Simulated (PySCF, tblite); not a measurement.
# C₈H₉N: a rotation path, then NMR shifts on frames

Aim: move C₈H₉N (`[H]/N=C(/C)c1ccccc1`) away from its starting geometry and see how NMR shifts follow the geometry.

Programs: tblite 0.8.0 and PySCF 2.14.0, with density-fitted response routines of our own. Each step states its level of theory. These are calculated values for one molecule in the gas phase, unless marked as measured. Atoms count from 0, in the outputs and in this text.

### Step 1. Starting geometry

18 atoms, charge 0, multiplicity 1; geometry from: GFN2-xTB.

Bonds of the start (Å): C0–C1 1.50, C1–N2 1.26, C1–C3 1.48, C3–C4 1.39, C4–C5 1.38, C5–C6 1.39, C6–C7 1.38, C7–C8 1.38, C8–C3 1.39, C0–H9 1.09, C0–H10 1.09, C0–H11 1.09, N2–H12 1.02, C4–H13 1.08, C5–H14 1.08, C6–H15 1.08, C7–H16 1.08, C8–H17 1.08.

### Step 2. The rotation path with GFN2-xTB

Job settings and geometry (Å):

```
{"job": {"kind": "neb", "xc": "GFN2-xTB", "basis": "xTB", "atoms": [8, 3, 1, 0], "turn": 180}, "charge": 0, "multiplicity": 1}
C     -2.490385    -0.707293     0.424193
C     -1.605646     0.464045     0.124123
N     -2.145787     1.601003     0.020495
C     -0.154117     0.195128    -0.019595
C      0.321098    -0.978592    -0.600528
C      1.680475    -1.194689    -0.733569
C      2.586309    -0.252560    -0.275060
C      2.125650     0.914688     0.310413
C      0.767283     1.140031     0.428583
H     -2.604385    -1.326229    -0.464462
H     -3.469824    -0.346923     0.724306
H     -2.058336    -1.317380     1.214658
H     -1.509394     2.364921    -0.200154
H     -0.373374    -1.718764    -0.968490
H      2.036326    -2.104248    -1.195396
H      3.647528    -0.427295    -0.372463
H      2.825587     1.652160     0.674838
H      0.412232     2.048316     0.896451
```

Method: GFN2-xTB climbing-image nudged elastic band, gas phase.

Started as:

```bash
OMP_NUM_THREADS=1 python probes_run.py task.json out
```

This one command runs all jobs of the session in turn.

What it wrote:

```text
image   E - E0 / eV
  0      -0.0000
  1       0.0215
  2       0.0519
  3       0.0458
  4       0.0191
  5       0.0218
  6       0.0354
  7       0.0204
  8      -0.0001
```

Run time: 2.9 s. Hardware: 1 thread of AMD EPYC 9R14, shared host.

The final band, with the dihedral C8–C3–C1–C0:

```
image  dihedral (°)  energy (eV)  energy (kcal/mol)
    0          -145        0.000                0.0
    1          -122        0.022                0.5
    2           -99        0.052                1.2
    3           -77        0.046                1.1
    4           -55        0.019                0.4
    5           -33        0.022                0.5
    6           -10        0.035                0.8
    7            13        0.020                0.5
    8            36        0.000                0.0
```

### Step 3. NMR shieldings: image 0, PBE0/pcSseg-1

Job settings and geometry (Å):

```
{"job": {"kind": "nmr", "xc": "PBE0", "basis": "pcSseg-1", "pop": false}, "charge": 0, "multiplicity": 1}
C     -2.490400    -0.707300     0.424200
C     -1.605600     0.464000     0.124100
N     -2.145800     1.601000     0.020500
C     -0.154100     0.195100    -0.019600
C      0.321100    -0.978600    -0.600500
C      1.680500    -1.194700    -0.733600
C      2.586300    -0.252600    -0.275100
C      2.125600     0.914700     0.310400
C      0.767300     1.140000     0.428600
H     -2.604400    -1.326200    -0.464500
H     -3.469800    -0.346900     0.724300
H     -2.058300    -1.317400     1.214700
H     -1.509400     2.364900    -0.200200
H     -0.373400    -1.718800    -0.968500
H      2.036300    -2.104200    -1.195400
H      3.647500    -0.427300    -0.372500
H      2.825600     1.652200     0.674800
H      0.412200     2.048300     0.896500
```

Level: GIAO PBE0/pcSseg-1 NMR shielding, non-relativistic, gas phase.

What it wrote:

```text
coarse grid: 15336 points
cycle   1  E = -364.4131826176  dE =  1.516e+00  |g| = 4.951e-01  |ddm| = 4.173e+00
cycle   2  E = -364.3712394600  dE =  4.194e-02  |g| = 6.847e-01  |ddm| = 1.460e+00
cycle   3  E = -364.4708956774  dE = -9.966e-02  |g| = 1.498e-01  |ddm| = 8.562e-01
cycle   4  E = -364.4760787378  dE = -5.183e-03  |g| = 3.713e-02  |ddm| = 1.893e-01
cycle   5  E = -364.4763870014  dE = -3.083e-04  |g| = 1.126e-02  |ddm| = 5.888e-02
cycle   6  E = -364.4764160050  dE = -2.900e-05  |g| = 4.342e-03  |ddm| = 1.460e-02
cycle   7  E = -364.4764211230  dE = -5.118e-06  |g| = 6.721e-04  |ddm| = 4.665e-03
final grid: 149008 points
cycle   8  E = -364.5276192703  dE = -4.397e-05  |g| = 8.196e-03  |ddm| = 6.086e-02
cycle   9  E = -364.5276189022  dE =  3.681e-07  |g| = 8.504e-03  |ddm| = 1.879e-02
cycle  10  E = -364.5276366644  dE = -1.776e-05  |g| = 8.765e-04  |ddm| = 9.102e-03
cycle  11  E = -364.5276367996  dE = -1.352e-07  |g| = 4.644e-04  |ddm| = 1.296e-03
cycle  12  E = -364.5276368503  dE = -5.072e-08  |g| = 5.606e-05  |ddm| = 5.555e-04
cycle  13  E = -364.5276368509  dE = -5.548e-10  |g| = 2.775e-05  |ddm| = 7.906e-05
converged SCF energy = -364.5276368509

GIAO shielding tensors (ppm)
atom      isotropic    diamagn.    paramagn.     s11        s22        s33       span
  0 C      159.143     250.079     -90.936    139.790    151.845    185.794     46.004
  1 C        6.496     250.739    -244.243   -103.185     -2.998    125.671    228.856
  2 N      -83.101     323.406    -406.507   -393.055    -74.323    218.075    611.130
  3 C       40.582     263.764    -223.181    -50.704      6.339    166.112    216.816
  4 C       56.244     252.071    -195.827    -43.889     36.112    176.509    220.398
  5 C       53.187     253.796    -200.608    -57.364     38.397    178.530    235.894
  6 C       51.625     254.331    -202.706    -59.917     36.216    178.577    238.494
  7 C       52.407     254.111    -201.705    -58.705     37.829    178.095    236.800
  8 C       55.454     252.057    -196.602    -50.256     40.871    175.748    226.005
  9 H       28.883      29.499      -0.616     24.618     28.779     33.251      8.633
 10 H       29.135      28.027       1.108     25.189     27.616     34.599      9.410
 11 H       29.516      30.131      -0.615     26.253     29.461     32.834      6.581
 12 H       20.722      36.480     -15.758     11.885     22.758     27.522     15.637
 13 H       24.075      33.858      -9.783     19.988     23.166     29.070      9.082
 14 H       24.059      30.502      -6.443     20.662     24.440     27.075      6.413
 15 H       24.047      29.716      -5.669     20.862     24.469     26.810      5.948
 16 H       23.990      30.369      -6.378     20.572     24.393     27.006      6.434
 17 H       24.029      34.288     -10.259     20.477     23.193     28.415      7.938
```

It took 19 s on 1 thread of AMD EPYC 9R14, shared host; peak memory 0.87 GiB.

The references, computed at this level on geometries of the same kind, shield at (ppm): 1H TMS 31.72, 13C TMS 186.9, 15N NH3 267.7. Their shielding less the atom's gives the shift. The references are single molecules in the gas phase, so shifts against H2O, NH3, PH3, H3PO4 or CFCl3 are not on the usual liquid scales and can be off by tens of ppm. Each atom is listed at this fixed geometry, with no averaging over motion; a spectrum would average atoms that exchange fast.

```
atoms                         environment  σ (ppm)  δ (ppm)
   C1             carbon bonded to 2 C, N      6.5    180.4
   C3                carbon bonded to 3 C     40.6    146.3
   C6             carbon bonded to 2 C, H     51.6    135.3
   C7             carbon bonded to 2 C, H     52.4    134.5
   C5             carbon bonded to 2 C, H     53.2    133.7
   C8             carbon bonded to 2 C, H     55.5    131.5
   C4             carbon bonded to 2 C, H     56.2    130.7
   C0             carbon bonded to C, 3 H    159.1     27.8
  H12  hydrogen on a nitrogen bonded to C    20.72    10.99
  H16  hydrogen on a carbon bonded to 2 C    23.99     7.73
  H17  hydrogen on a carbon bonded to 2 C    24.03     7.69
  H15  hydrogen on a carbon bonded to 2 C    24.05     7.67
  H14  hydrogen on a carbon bonded to 2 C    24.06     7.66
  H13  hydrogen on a carbon bonded to 2 C    24.07     7.64
   H9    hydrogen on a carbon bonded to C    28.88     2.83
  H10    hydrogen on a carbon bonded to C    29.13     2.58
  H11    hydrogen on a carbon bonded to C    29.52     2.20
   N2             nitrogen bonded to C, H    -83.1    350.8
```

Ring of atoms C3, C4, C5, C6, C7, C8: NICS(0) -8.6, NICS(1) -11.4, NICS(1)zz -28.4 ppm (means of both faces).

### Step 4. Shielding tensors: image 1, PBE0/pcSseg-1

Job settings and geometry (Å):

```
{"job": {"kind": "nmr", "xc": "PBE0", "basis": "pcSseg-1", "pop": false}, "charge": 0, "multiplicity": 1}
C     -2.448900    -0.640900     0.630700
C     -1.619300     0.452100     0.034200
N     -2.181000     1.524300    -0.318000
C     -0.162000     0.183200    -0.070900
C      0.327600    -0.899100    -0.794100
C      1.691100    -1.111000    -0.891600
C      2.576400    -0.261400    -0.248700
C      2.096300     0.817900     0.474600
C      0.734700     1.046500     0.551500
H     -2.527800    -1.469400    -0.071100
H     -3.442300    -0.262500     0.853200
H     -1.973100    -1.013600     1.536100
H     -1.557000     2.222000    -0.720500
H     -0.361600    -1.561700    -1.297400
H      2.064200    -1.944500    -1.469200
H      3.639500    -0.441500    -0.309000
H      2.782400     1.480500     0.982100
H      0.352000     1.885300     1.116400
```

Method: GIAO PBE0/pcSseg-1 NMR shielding, non-relativistic, gas phase.

What it wrote:

```text
coarse grid: 15336 points
cycle   1  E = -364.4117052760  dE =  1.515e+00  |g| = 4.946e-01  |ddm| = 4.144e+00
cycle   2  E = -364.3700456513  dE =  4.166e-02  |g| = 6.841e-01  |ddm| = 1.374e+00
cycle   3  E = -364.4692150683  dE = -9.917e-02  |g| = 1.503e-01  |ddm| = 7.932e-01
cycle   4  E = -364.4744469536  dE = -5.232e-03  |g| = 3.744e-02  |ddm| = 1.843e-01
cycle   5  E = -364.4747600995  dE = -3.131e-04  |g| = 1.168e-02  |ddm| = 5.748e-02
cycle   6  E = -364.4747916980  dE = -3.160e-05  |g| = 4.252e-03  |ddm| = 1.454e-02
cycle   7  E = -364.4747965379  dE = -4.840e-06  |g| = 6.800e-04  |ddm| = 4.551e-03
final grid: 149008 points
cycle   8  E = -364.5262519802  dE = -4.047e-05  |g| = 8.133e-03  |ddm| = 4.787e-02
cycle   9  E = -364.5262515558  dE =  4.244e-07  |g| = 8.467e-03  |ddm| = 1.792e-02
cycle  10  E = -364.5262690962  dE = -1.754e-05  |g| = 9.088e-04  |ddm| = 8.762e-03
cycle  11  E = -364.5262692465  dE = -1.503e-07  |g| = 4.546e-04  |ddm| = 1.287e-03
cycle  12  E = -364.5262692946  dE = -4.803e-08  |g| = 5.377e-05  |ddm| = 5.116e-04
cycle  13  E = -364.5262692951  dE = -5.267e-10  |g| = 2.415e-05  |ddm| = 7.219e-05
converged SCF energy = -364.5262692951

GIAO shielding tensors (ppm)
atom      isotropic    diamagn.    paramagn.     s11        s22        s33       span
  0 C      156.931     249.814     -92.883    137.826    146.797    186.170     48.345
  1 C        2.032     251.115    -249.083   -108.473    -10.364    124.934    233.407
  2 N      -89.830     321.861    -411.690   -397.775    -76.235    204.521    602.296
  3 C       35.493     265.490    -229.997    -53.689     -2.877    163.046    216.735
  4 C       57.641     251.491    -193.850    -44.107     39.553    177.476    221.583
  5 C       53.633     254.059    -200.426    -56.003     37.580    179.322    235.325
  6 C       52.890     254.156    -201.266    -58.217     37.448    179.439    237.657
  7 C       51.955     254.447    -202.492    -59.549     36.690    178.725    238.274
  8 C       55.424     250.840    -195.417    -48.600     43.606    171.265    219.864
  9 H       29.027      29.542      -0.516     24.808     29.042     33.230      8.422
 10 H       29.233      28.209       1.024     25.688     27.214     34.796      9.108
 11 H       29.511      29.896      -0.385     26.402     29.524     32.607      6.205
 12 H       21.318      35.740     -14.421     11.758     24.392     27.806     16.048
 13 H       24.227      33.395      -9.169     20.575     23.380     28.724      8.149
 14 H       24.084      30.459      -6.375     20.734     24.545     26.972      6.238
 15 H       24.085      29.729      -5.644     20.906     24.599     26.752      5.846
 16 H       24.005      30.418      -6.413     20.771     24.315     26.929      6.158
 17 H       24.257      33.602      -9.345     21.102     23.156     28.513      7.411
```

It took 19 s on 1 thread of AMD EPYC 9R14, shared host; peak memory 0.88 GiB.

Key values: δ C1 184.9, C3 151.4, C7 135.0, C6 134.0, H12 10.40, H16 7.71 ppm.

(Part 1 of 2 ends here.)
